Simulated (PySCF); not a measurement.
# C2H10GeSi: the cost of one run

Computed with PySCF 2.14.0, with density-fitted response routines of our own, on a single molecule in the gas phase. Atoms count from 0, in the outputs and in this text.

## (1) Starting geometry

14 atoms, charge 0, multiplicity 1; geometry from: GFN2-xTB. The atoms were then displaced at random by about 0.01 Å, so the start is not that level's minimum.

Bonds of the start (Å): C0–C1 1.51, C1–Si2 1.91, C1–Ge3 2.01, C0–H4 1.12, C0–H5 1.08, C0–H6 1.10, C1–H7 1.10, Si2–H8 1.46, Si2–H9 1.45, Si2–H10 1.48, Ge3–H11 1.50, Ge3–H12 1.46, Ge3–H13 1.49.

## (2) Relaxing the molecule at PBE0-D3(BJ)/def2-SVP

The job: settings as JSON, then the geometry in Å.

```
{"job": {"xc": "PBE0", "basis": "def2-SVP", "d3": "d3bj", "grid": 1, "shake": 0.01, "kind": "geom"}, "charge": 0, "multiplicity": 1}
C     -0.133660     1.346420    -0.937660
C     -0.046570     0.363900     0.199160
Si    -1.559050    -0.807200     0.267650
Ge     1.679770    -0.651010     0.058840
H     -1.062930     1.963530    -0.861060
H     -0.188030     0.862440    -1.904210
H      0.709770     2.048720    -0.952960
H      0.014280     0.925490     1.140720
H     -2.755410     0.010400     0.431840
H     -1.612390    -1.592530    -0.948640
H     -1.406440    -1.697010     1.440180
H      1.848420    -1.597060     1.214530
H      2.810720     0.271370     0.026360
H      1.694370    -1.462540    -1.187500
```

Launch:

```console
$ OMP_NUM_THREADS=1 python probes_run.py task.json out
```

This one command runs all jobs of the session in turn.

**Question.** How long does this first job take on 1 thread of Arm Neoverse V2, shared host, and how much memory does it need?

About 30 s, with a peak of 0.55 GiB.
